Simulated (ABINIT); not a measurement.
# Ag3F (P1) in ABINIT: single point with LDA

Aim: the single point of Ag3F with LDA.

All numbers are computed with ABINIT 10.8.3 (patched build); they aren't measurements. Logs are shortened: lines on timing, memory, paths and dates and some standing lists are left out, and cuts for length are marked. The log counts tension as positive stress, the text compression.

## Step 1: The cell of the first run

The typed cell holds 4 atoms: a = 4.548 Å, b = 4.548 Å, c = 4.548 Å, α = 60.00°, β = 60.00°, γ = 60.00°.

The cell was built by a generator and needn't be a form met in nature.

## Step 2: Single point, LDA (atoms moved at random)

Input file run.abi:

```
# Pseudopotentials
pp_dirpath "./"
pseudos "Ag.upf, F.upf"

# Structure
acell 4.5482380958 4.5482380958 4.5482380958 Angstrom
rprim
     0.0000000000     0.7071067812     0.7071067812
     0.7071067812     0.0000000000     0.7071067812
     0.7071067812     0.7071067812     0.0000000000
ntypat 2
znucl 47 9
natom 4
typat 1 1 1 2
xred
     0.2510990000     0.2434730000     0.2551830000
     0.7504800000     0.7457790000     0.7545060000
     0.4981880000     0.5043950000     0.4967980000
     0.0025320000     0.0048930000    -0.0017180000
chkprim 0
chksymtnons 0
tolsym 1.0e-6

# Plane-wave basis
ecut 40.0

# k points
kptopt 1
ngkpt 5 5 5
nshiftk 1
shiftk 0.0 0.0 0.0

# Exchange and correlation
ixc 7

# Bands and occupations
nband 39
occopt 3
tsmear 0.00183747

# SCF cycle
nstep 100
tolvrs 1.0e-10

# Output
iomode 3
prtwf 0
prteig 0
prtebands 0
enunit 1
prtden 1
prtvha 1
prtvclmb 1
prtpot 1
prtelf 1
```

Potentials or basis: PseudoDojo NC SR LDA v0.4.1 standard.

The run is started by

```
abinit run.abi > log 2>&1
```

run.abo:

```text
.Version 10.8.3 of ABINIT
 Symmetries : space group P1 (#  1); Bravais aP (primitive triclinic)
================================================================================
 Values of the parameters that define the memory need of the present run
     intxc =       0    ionmov =       0      iscf =       7    lmnmax =       6
     lnmax =       6     mgfft =      50  mpssoang =       3    mqgrid =    3001
     natom =       4  nloc_mem =       1    nspden =       1   nspinor =       1
    nsppol =       1      nsym =       1    n1xccc =    2501    ntypat =       2
    occopt =       3   xclevel =       1
       mpw =        5442          nfft =      125000          nkpt =          63
================================================================================
================================================================================

--------------------------------------------------------------------------------
------------- Echo of variables that govern the present computation ------------
--------------------------------------------------------------------------------
 -outvars: echo values of preprocessed input variables --------
            acell      8.5949243565E+00  8.5949243565E+00  8.5949243565E+00 Bohr
              amu      1.07868200E+02  1.89984032E+01
          chkprim           0
      chksymtnons           0
             ecut      4.00000000E+01 Hartree
           enunit           1
                       outvar_i_n : Printing only first  50 k-points.
              ixc           7
                       outvar_i_n : Printing only first  50 k-points.
         kptrlatt        5    0    0      0    5    0      0    0    5
          kptrlen      4.29746218E+01
            natom           4
            nband          39
            ngfft          50      50      50
             nkpt          63
            nstep         100
             nsym           1
           ntypat           2
                       prtocc : prtvol=0, do not print more k-points.
           occopt           3
        prtebands           0
           prteig           0
           prtelf           1
           prtpot           1
         prtvclmb           1
           prtvha           1
            prtwf           0
            rprim      0.0000000000E+00  7.0710678120E-01  7.0710678120E-01
                       7.0710678120E-01  0.0000000000E+00  7.0710678120E-01
                       7.0710678120E-01  7.0710678120E-01  0.0000000000E+00
          spgroup           1
           tolsym      1.00000000E-06
           tolvrs      1.00000000E-10
           tsmear      1.83747000E-03 Hartree
            typat      1  1  1  2
                       outvars : Printing only first  50 k-points.
           xangst      1.6037225751E+00  1.6282484774E+00  1.5905880635E+00
                       4.8250515857E+00  4.8401704248E+00  4.8121036074E+00
                       3.2199267954E+00  3.1999645248E+00  3.2243971605E+00
                       1.0211085750E-02  2.6178972600E-03  2.3879468250E-02
            xcart      3.0305964488E+00  3.0769436872E+00  3.0057758192E+00
                       9.1180260404E+00  9.1465965056E+00  9.0935579075E+00
                       6.0847797888E+00  6.0470565645E+00  6.0932275545E+00
                       1.9296155516E-02  4.9471088472E-03  4.5125655026E-02
             xred      2.5109900000E-01  2.4347300000E-01  2.5518300000E-01
                       7.5048000000E-01  7.4577900000E-01  7.5450600000E-01
                       4.9818800000E-01  5.0439500000E-01  4.9679800000E-01
                       2.5320000000E-03  4.8930000000E-03 -1.7180000000E-03
            znucl       47.00000    9.00000

================================================================================

 chkinp: Checking input parameters for consistency.

================================================================================
== DATASET  1 ==================================================================

--- !DatasetInfo
iteration_state: {dtset: 1, }
dimensions: {natom: 4, nkpt: 63, mband: 39, nsppol: 1, nspinor: 1, nspden: 1, mpw: 5442, }
cutoff_energies: {ecut:  40.0, pawecutdg:  -1.0, }
electrons: {nelect:   6.40000000E+01, charge:   0.00000000E+00, occopt:   3.00000000E+00, tsmear:   1.83747000E-03, }
meta: {optdriver: 0, ionmov: 0, optcell: 0, iscf: 7, paral_kgb: 0, }
...

 Exchange-correlation functional for the present dataset will be:
  LDA: Perdew-Wang 92 LSD fit to Ceperley-Alder data - ixc=7
  J.P.Perdew and Y.Wang, PRB 45, 13244 (1992)

 Real(R)+Recip(G) space primitive vectors, cartesian coordinates (Bohr,Bohr^-1):
 R(1)=  0.0000000  6.0775293  6.0775293  G(1)= -0.0822703  0.0822703  0.0822703
 R(2)=  6.0775293  0.0000000  6.0775293  G(2)=  0.0822703 -0.0822703  0.0822703
 R(3)=  6.0775293  6.0775293  0.0000000  G(3)=  0.0822703  0.0822703 -0.0822703
[... 71 lines left out ...]
lattice_volume:   4.4896365E+02
convergence: {deltae: -3.354E-12, res2:  5.061E-11, residm:  2.831E-05, diffor: null, }
etotal    :  -4.89473433E+02
entropy   :   0.00000000E+00
fermie    :   2.72312972E-01
cartesian_stress_tensor: # hartree/bohr^3
- [  3.65713798E-04,   2.45212924E-06,  -1.77321296E-06, ]
- [  2.45212924E-06,   3.66631980E-04,   3.35097256E-06, ]
- [ -1.77321296E-06,   3.35097256E-06,   3.66063887E-04, ]
pressure_GPa:  -1.0772E+01
xred      :
- [  2.5110E-01,   2.4347E-01,   2.5518E-01, Ag]
- [  7.5048E-01,   7.4578E-01,   7.5451E-01, Ag]
- [  4.9819E-01,   5.0440E-01,   4.9680E-01, Ag]
- [  2.5320E-03,   4.8930E-03,  -1.7180E-03,  F]
cartesian_forces: # hartree/bohr
- [  5.36938925E-04,  -1.70230203E-03,   1.17284855E-03, ]
- [ -2.03943403E-05,  -1.45788199E-03,   8.38380341E-04, ]
- [ -5.95118336E-04,   3.19311303E-03,  -2.24762732E-03, ]
- [  7.85737521E-05,  -3.29290146E-05,   2.36398430E-04, ]
force_length_stats: {min:   2.51281460E-04, max:   3.94993230E-03, mean:   2.00472718E-03, }
...

 Integrated electronic density in atomic spheres:
 ------------------------------------------------
 Atom  Sphere_radius  Integrated_density
    1        2.00000         16.30610683
    2        2.00000         16.30513253
    3        2.00000         16.33008836
    4        2.00000          6.84831743
================================================================================

 ----iterations are completed or convergence reached----

 Mean square residual over all n,k,spin=   36.775E-09; max=  28.309E-06
 reduced coordinates (array xred) for    4 atoms
       0.251099000000      0.243473000000      0.255183000000
       0.750480000000      0.745779000000      0.754506000000
       0.498188000000      0.504395000000      0.496798000000
       0.002532000000      0.004893000000     -0.001718000000
 rms dE/dt=  8.5352E-03; max dE/dt=  1.7277E-02; dE/dt below (all hartree)
    1       0.003217710584     -0.010391112010      0.007082446599
    2       0.003764980950     -0.004971162446      0.008984185893
    3      -0.005746275538      0.017277041427     -0.015789470621
    4      -0.001236649778     -0.001914081227     -0.000277489016

 cartesian coordinates (angstrom) at end:
    1      1.60372257506611     1.62824847740651     1.59058806350589
    2      4.82505158572855     4.84017042481879     4.81210360738834
    3      3.21992679542242     3.19996452479209     3.22439716052249
    4      0.01021108575017     0.00261789726004     0.02387946825039

 cartesian forces (hartree/bohr) at end:
    1      0.00053693892468    -0.00170230202534     0.00117284854636
    2     -0.00002039434034    -0.00145788198566     0.00083838034083
    3     -0.00059511833645     0.00319311302558    -0.00224762731705
    4      0.00007857375211    -0.00003292901457     0.00023639842985
 frms,max,avg= 1.3861077E-03 3.1931130E-03  -1.218E-08  2.564E-08 -1.602E-08 h/b

 cartesian forces (eV/Angstrom) at end:
    1      0.02761050963425    -0.08753588967148     0.06031029713132
    2     -0.00104871914590    -0.07496730589019     0.04311125048644
    3     -0.03060221527397     0.16419647357206    -0.11557764363725
    4      0.00404042478563    -0.00169327801038     0.01215609601948
 frms,max,avg= 7.1276523E-02 1.6419647E-01  -6.265E-07  1.319E-06 -8.240E-07 e/A
 length scales=  8.594924356482  8.594924356482  8.594924356482 bohr
              =  4.548238095800  4.548238095800  4.548238095800 angstroms
 Fermi (or HOMO) energy (eV) =   7.41001   Average Vxc (eV)= -12.24566
 Eigenvalues (   eV  ) for nkpt=  63  k points:
 kpt#   1, nband= 39, wtk=  0.00800, kpt=  0.0000  0.0000  0.0000 (reduced coord)
 -84.04314  -83.76959  -83.76711  -47.61027  -47.60820  -47.60736  -47.33746  -47.33595
 -47.33514  -47.30673  -47.30612  -47.30582  -14.24552    1.89455    2.16336    2.17246
   2.19674    2.20288    2.21268    2.73320    2.73980    2.74061    4.37046    4.37587
   4.58874    4.59293    4.59993    4.62363    4.62542    4.73212    4.73692    4.74018
  13.74286   13.74869   13.75053   14.29269   15.12654   15.13272   15.13502
 prteigrs : prtvol=0 or 1, do not print more k-points.

--- !EnergyTerms
iteration_state     : {dtset: 1, }
comment             : Components of total free energy in Hartree
kinetic             :  1.74591089904669E+02
hartree             :  1.22949280550492E+02
xc                  : -7.43315578332946E+01
Ewald energy        : -3.22934722033131E+02
psp_core            :  1.25730061454651E+01
local_psp           : -3.92778592637836E+02
non_local_psp       : -9.54127541989110E+00
internal            : -4.89472771323527E+02
'-kT*entropy'       : -6.61246739048225E-04
total_energy        : -4.89473432570266E+02
total_energy_eV     : -1.33192506308156E+04
band_energy         : -4.58554141570356E+01
...

 Cartesian components of stress tensor (hartree/bohr^3)
  sigma(1 1)=  3.65713798E-04  sigma(3 2)=  3.35097256E-06
  sigma(2 2)=  3.66631980E-04  sigma(3 1)= -1.77321296E-06
  sigma(3 3)=  3.66063887E-04  sigma(2 1)=  2.45212924E-06

-Cartesian components of stress tensor (GPa)         [Pressure= -1.0772E+01 GPa]
- sigma(1 1)=  1.07596714E+01  sigma(3 2)=  9.85890164E-02
- sigma(2 2)=  1.07866853E+01  sigma(3 1)= -5.21697264E-02
- sigma(3 3)=  1.07699714E+01  sigma(2 1)=  7.21441331E-02

== END DATASET(S) ==============================================================
================================================================================

 -outvars: echo values of variables after computation  --------
            acell      8.5949243565E+00  8.5949243565E+00  8.5949243565E+00 Bohr
           etotal     -4.8947343257E+02
            fcart      5.3693892468E-04 -1.7023020253E-03  1.1728485464E-03
                      -2.0394340342E-05 -1.4578819857E-03  8.3838034083E-04
                      -5.9511833645E-04  3.1931130256E-03 -2.2476273170E-03
                       7.8573752110E-05 -3.2929014572E-05  2.3639842985E-04
            rprim      0.0000000000E+00  7.0710678120E-01  7.0710678120E-01
                       7.0710678120E-01  0.0000000000E+00  7.0710678120E-01
                       7.0710678120E-01  7.0710678120E-01  0.0000000000E+00
           strten      3.6571379835E-04  3.6663198028E-04  3.6606388733E-04
                       3.3509725585E-06 -1.7732129585E-06  2.4521292419E-06
           xangst      1.6037225751E+00  1.6282484774E+00  1.5905880635E+00
                       4.8250515857E+00  4.8401704248E+00  4.8121036074E+00
                       3.2199267954E+00  3.1999645248E+00  3.2243971605E+00
                       1.0211085750E-02  2.6178972600E-03  2.3879468250E-02
             xred      2.5109900000E-01  2.4347300000E-01  2.5518300000E-01
                       7.5048000000E-01  7.4577900000E-01  7.5450600000E-01
                       4.9818800000E-01  5.0439500000E-01  4.9679800000E-01
                       2.5320000000E-03  4.8930000000E-03 -1.7180000000E-03
 Calculation completed.
```

It took 10 min on 1 thread of AMD EPYC 7R43 (Zen 3), shared host; peak memory 0.27 GiB.

What came out:

```yaml
Free_energy: -13319.2506 eV
Pressure: -10.8 GPa
Largest_force: 0.203 eV/Å
Band_gap_on_the_k_mesh: none (metal or under the smearing width)
Valence_electrons_inside_the_program's_atomic_spheres: Ag 16.31, 16.33; F 6.85
```

Forces in eV/Å, atoms in the order of the input:
```
Ag   0.028 -0.088  0.060
Ag  -0.001 -0.075  0.043
Ag  -0.031  0.164 -0.116
F    0.004 -0.002  0.012
```
